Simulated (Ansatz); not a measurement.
# C₃H₉Cl₃GaP: a ladder of functionals and wavefunction methods

Aim: compute C₃H₉Cl₃GaP with functionals from several rungs and with coupled cluster, and see how far each lands from CCSD(T) at the basis-set limit for the atomisation energy.

Computed with Ansatz 0.2.0, Gaussian basis. Level: functionals in def2-TZVPP, the program's frozen cores in correlated methods.

Plan: LDA (SPW92), PBE-D4, revPBE-D4, BLYP-D4, r2SCAN-D4, B97M-V, PBE0-D4, B3LYP-D4, r2SCANh-D4, r2SCAN0-D4, HSE06-D4, BHLYP-D4, CAM-B3LYP-D4, LC-ωPBE, ωB97X-V, ωB97M-V, B2PLYP, PBE-QIDH; CCSD(T)/def2-SVP; CCSD(T)/def2-TZVPP; MP2/def2-QZVPP; extrapolation to the limit; RPA on PBE.

## (1) The relaxed structure

The geometry comes from an earlier relaxation with PBE0-D4 in a triple-zeta def2 set; it is a stationary point, not always the lowest conformer.

SMILES `C[P+](C)(C)[Ga-]([Cl])([Cl])[Cl]`, 17 atoms, charge 0, spin multiplicity 1.

Atoms are counted from 1 here; the program's logs count them from 0.

Bond lengths: C1–P2 1.806 Å, C1–H9 1.091 Å, C1–H10 1.092 Å, C1–H11 1.091 Å, P2–C3 1.806 Å, P2–C4 1.806 Å, P2–Ga5 2.388 Å, C3–H12 1.091 Å, C3–H13 1.091 Å, C3–H14 1.092 Å, C4–H15 1.092 Å, C4–H16 1.091 Å, C4–H17 1.091 Å, Ga5–Cl6 2.173 Å, Ga5–Cl7 2.173 Å, Ga5–Cl8 2.172 Å. Angles: P2–C1–H9 108.8°, P2–C1–H10 111.4°, P2–C1–H11 108.8°, H9–C1–H10 109.8°, H9–C1–H11 108.3°, H10–C1–H11 109.7°, C1–P2–C3 107.1°, C1–P2–C4 107.1°, C1–P2–Ga5 111.8°, C3–P2–C4 107.1°, C3–P2–Ga5 111.8°, C4–P2–Ga5 111.8°, P2–C3–H12 108.8°, P2–C3–H13 108.8°, P2–C3–H14 111.4°, H12–C3–H13 108.3°, H12–C3–H14 109.8°, H13–C3–H14 109.8° and more.

## (2) LDA

This LDA is Slater exchange with PW92 correlation.

in.yaml

```yaml
crystal:
  periodic: [false, false, false]
  atoms:
    - {symbol: C, position_ang: [0.199043, -1.241846, -1.356520]}
    - {symbol: P, position_ang: [0.023362, -0.102094, 0.033686]}
    - {symbol: C, position_ang: [1.569977, -0.159243, 0.964937]}
    - {symbol: C, position_ang: [-1.266961, -0.770012, 1.106769]}
    - {symbol: Ga, position_ang: [-0.488878, 2.112972, -0.695961]}
    - {symbol: Cl, position_ang: [-0.623704, 3.214957, 1.171530]}
    - {symbol: Cl, position_ang: [1.216320, 2.612694, -1.946116]}
    - {symbol: Cl, position_ang: [-2.367793, 1.849776, -1.754298]}
    - {symbol: H, position_ang: [0.993900, -0.878667, -2.010106]}
    - {symbol: H, position_ang: [0.433903, -2.252190, -1.016304]}
    - {symbol: H, position_ang: [-0.733543, -1.251172, -1.923188]}
    - {symbol: H, position_ang: [1.483403, 0.500352, 1.830004]}
    - {symbol: H, position_ang: [2.376085, 0.212079, 0.329924]}
    - {symbol: H, position_ang: [1.798838, -1.173986, 1.296070]}
    - {symbol: H, position_ang: [-1.026596, -1.782587, 1.436344]}
    - {symbol: H, position_ang: [-2.211090, -0.774712, 0.559481]}
    - {symbol: H, position_ang: [-1.376277, -0.116319, 1.973737]}
basis:
  gaussian: {orbitals: def2-TZVPP}
hamiltonian: {xc: lda}
output: {orbitals: {seedname: orbitals}}
```

Launch:

```
$ ansatz run in.yaml --threads 4 --pin off --events-out ev --progress --plain --max-ram 66560MiB --backend cuda --devices 0, --max-vram 37GiB
```

The runs that follow: PBE-D4 (GGA); revPBE-D4 (GGA); BLYP-D4 (GGA); r2SCAN-D4 (meta-GGA); B97M-V (meta-GGA); PBE0-D4 (hybrid); B3LYP-D4 (hybrid); r2SCANh-D4 (hybrid); r2SCAN0-D4 (hybrid); HSE06-D4 (hybrid); BHLYP-D4 (hybrid); CAM-B3LYP-D4 (range-separated); LC-ωPBE (range-separated); ωB97X-V (range-separated); ωB97M-V (range-separated); B2PLYP (double hybrid); PBE-QIDH (double hybrid); CCSD(T) in def2-SVP; CCSD(T) in def2-TZVPP; MP2 in def2-QZVPP; RPA on PBE orbitals.

Q: Predict the results of all the runs planned. Wanted: atomisation energy, CCSD(T)/CBS; farthest beyond LDA; mean size of error, GGA; mean size of error, meta-GGA; mean size of error, hybrid; mean size of error, range-separated; mean size of error, double hybrid; gap, smallest and largest; T1 diagnostic.

As calculated:

```
                               quantity                                                                                                                                 value
        atomisation energy, CCSD(T)/CBS                                                                                                                         6025.4 kJ/mol
 functionals within 60.3 kJ/mol (1.0 %)  revPBE-D4, r2SCAN-D4, B97M-V, PBE0-D4, B3LYP-D4, r2SCANh-D4, r2SCAN0-D4, HSE06-D4, CAM-B3LYP-D4, LC-ωPBE, ωB97X-V, ωB97M-V, PBE-QIDH
                    farthest beyond LDA                                                                                                              BHLYP-D4 (-124.3 kJ/mol)
                mean size of error, GGA                                                                                                                           68.7 kJ/mol
           mean size of error, meta-GGA                                                                                                                           38.0 kJ/mol
             mean size of error, hybrid                                                                                                                           41.3 kJ/mol
    mean size of error, range-separated                                                                                                                           26.3 kJ/mol
      mean size of error, double hybrid                                                                                                                           51.7 kJ/mol
              gap, smallest and largest                                                                                             5.46 eV (LDA (SPW92)), 12.74 eV (LC-ωPBE)
                          T1 diagnostic                                                                                                                                0.0103
triples share of the correlation energy                                                                                                                                 4.1 %
```

What this shows: The LDA atomisation energy is off by 786.7 kJ/mol (13 %): it overbinds. PBE-D4 misses by +74.6 kJ/mol. Double hybrids carry the basis error of their MP2 part in triple zeta, and no dispersion term here, so their miss is partly the set-up's. The rungs range-separated, meta-GGA, hybrid, double hybrid miss on average by less than the doubt on the reference (60.3 kJ/mol), so they tie. The reference freezes the cores and leaves out relativity and excitations past (T), and its outer-core shells are covered unevenly, so misses under about 60.3 kJ/mol can't be ranked. Hartree-Fock recovers 75 % of the binding; the rest is correlation. CCSD(T) in def2-SVP is off by -343.4 kJ/mol, worse than the median functional, from the basis alone. Orbital gaps span 5.5 to 12.7 eV; exact exchange widens them. Correlated methods include outer-core shells of Ga, which these sets cover unevenly.
